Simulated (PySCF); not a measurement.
# C4H7NSSi: electronic excitations

Aim: predict the electronic excitations of C4H7NSSi (`[SiH3]Cc1ccsn1`).

The runs use PySCF 2.14.0, with density-fitted response routines of our own; the level of theory stands in each step. All values are computed, except where a source is named. Atoms count from 0, in the outputs and in this text.

## (1) The molecule as given

14 atoms, charge 0, multiplicity 1; geometry from: GFN2-xTB.

Bonds of the start (Å): Si0–C1 1.91, C1–C2 1.48, C2–C3 1.42, C3–C4 1.36, C4–S5 1.72, S5–N6 1.63, N6–C2 1.31, Si0–H7 1.47, Si0–H8 1.46, Si0–H9 1.46, C1–H10 1.09, C1–H11 1.09, C3–H12 1.07, C4–H13 1.07.

## (2) Excited states and response: wB97X-D/def2-SVPD

What the job is given:

```
{"job": {"kind": "uv", "xc": "wB97X-D", "basis": "def2-SVPD", "nstates": 8, "ntriplets": 3}, "charge": 0, "multiplicity": 1}
Si    -2.113656     0.330733     0.439679
C     -0.892848    -0.409820    -0.834375
C      0.467449    -0.477809    -0.256379
C      1.403304     0.590469    -0.268277
C      2.542893     0.227714     0.379949
S      2.384760    -1.379829     0.957251
N      0.874894    -1.559342     0.360870
H     -1.662085     1.678787     0.796063
H     -2.146511    -0.519556     1.626221
H     -3.429061     0.400380    -0.198492
H     -1.220259    -1.413388    -1.101682
H     -0.877156     0.199658    -1.737767
H      1.226909     1.544008    -0.731405
H      3.440689     0.787520     0.546178
```

Method: TDDFT wB97X-D/def2-SVPD, vertical, gas phase, core orbitals frozen in the response.

Started as:

```sh
$ OMP_NUM_THREADS=1 python probes_run.py task.json out
```

This one command runs all jobs of the session in turn.

What will the session give for the following? lowest singlet (wB97X-D/def2-SVPD); brightest single state of those computed; lowest triplet. Wanted: lowest singlet; brightest single state of those computed; lowest triplet.

The runs gave:

| quantity | value |
| --- | --- |
| lowest singlet (wB97X-D/def2-SVPD) | 5.56 eV (223 nm), f = 0.185 |
| brightest single state of those computed | state 7, 7.30 eV, f = 0.309 |
| lowest triplet | 4.10 eV |

The lowest singlet, at 5.56 eV, is HOMO→LUMO 0.91 and is bright; of the 8 states computed, the strongest absorption comes from state 7 at 7.30 eV. The lowest triplet lies 1.46 eV below the lowest singlet (triplets in Tamm-Dancoff, singlets in full TDDFT).
